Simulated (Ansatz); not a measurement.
**C2H7AlBFSi: basis-set convergence**

One table from this session's results is given with a row withheld; the runs are named, their logs left out.

The runs use Ansatz 0.2.0, Gaussian basis; one geometry, several basis sets.

The runs, in order: PBE0-D4/def2-SVP; ωB97M-V/def2-SVP; PBE0-D4/def2-QZVPP; ωB97M-V/def2-QZVPP; the functionals' def2-TZVPP values are taken from earlier runs.

## The geometry

The geometry comes from an earlier relaxation with PBE0-D4 in a triple-zeta def2 set; it is a stationary point, not always the lowest conformer.

13 atoms, charge 0, spin multiplicity 1.

Atoms are counted from 1 here; the program's logs count them from 0.

Bond lengths: C1–C2 1.481 Å, C1–B5 1.605 Å, C1–H7 1.085 Å, C1–H8 1.085 Å, C2–Si3 1.761 Å, C2–B5 1.695 Å, C2–H9 1.082 Å, Si3–F4 1.591 Å, Si3–B5 2.081 Å, Si3–H10 1.470 Å, Si3–H11 1.702 Å, B5–Al6 2.076 Å, B5–H11 1.311 Å, Al6–H12 1.596 Å, Al6–H13 1.597 Å. Angles: C2–C1–B5 66.5°, C2–C1–H7 115.8°, C2–C1–H8 118.8°, B5–C1–H7 115.8°, B5–C1–H8 119.9°, H7–C1–H8 112.8°, C1–C2–Si3 109.9°, C1–C2–B5 60.3°, C1–C2–H9 122.4°, Si3–C2–B5 74.0°, Si3–C2–H9 125.8°, B5–C2–H9 119.5°, C2–Si3–F4 123.3°, C2–Si3–B5 51.6°, C2–Si3–H10 123.2°, C2–Si3–H11 87.5°, F4–Si3–B5 123.9°, F4–Si3–H10 107.8° and more.

Set-up of the first run:

File in.yaml:

```yaml
crystal:
  periodic: [false, false, false]
  atoms:
    - {symbol: C, position_ang: [-0.155532, -1.488415, 0.448142]}
    - {symbol: C, position_ang: [1.074420, -0.717667, 0.152075]}
    - {symbol: Si, position_ang: [0.970503, -0.021552, -1.462279]}
    - {symbol: F, position_ang: [0.805392, -0.895616, -2.781373]}
    - {symbol: B, position_ang: [-0.436856, 0.045918, 0.068685]}
    - {symbol: Al, position_ang: [-1.200437, 1.628645, 1.173187]}
    - {symbol: H, position_ang: [-0.307771, -1.752503, 1.489862]}
    - {symbol: H, position_ang: [-0.453341, -2.277885, -0.233267]}
    - {symbol: H, position_ang: [1.776736, -0.427896, 0.922201]}
    - {symbol: H, position_ang: [1.621360, 1.241659, -1.837433]}
    - {symbol: H, position_ang: [-0.706789, 0.120318, -1.212323]}
    - {symbol: H, position_ang: [-1.967301, 2.871583, 0.529728]}
    - {symbol: H, position_ang: [-0.999984, 1.638909, 2.757492]}
basis:
  gaussian: {orbitals: def2-SVP}
hamiltonian: {xc: pbe0, dispersion: d4}
output: {orbitals: {seedname: orbitals}}
```

Command:

```console
$ ansatz run in.yaml --threads 4 --pin off --events-out ev --progress --plain --max-ram 10444MiB
```

Among the steps run: PBE0-D4 in def2-SVP; ωB97M-V in def2-SVP; PBE0-D4 in def2-QZVPP; ωB97M-V in def2-QZVPP.

One of the session's tables, all rows but one given; the rest of the session is left out.

It belongs to the step «Functionals by basis». 

```
functional       basis  HOMO (eV)  LUMO (eV)
   PBE0-D4    def2-SVP      -7.11      -1.34
   PBE0-D4  def2-TZVPP      -7.13      -1.40
   PBE0-D4  def2-QZVPP      -7.14      -1.44
   ωB97M-V    def2-SVP      -9.14       0.32
   ωB97M-V  def2-TZVPP      -9.19       0.18
   ωB97M-V  def2-QZVPP          ?          ?
```

Estimate the missing values for ωB97M-V, def2-QZVPP.

As computed: HOMO (eV): -9.20; LUMO (eV): -0.01. In the column «HOMO (eV)» it is the lowest.
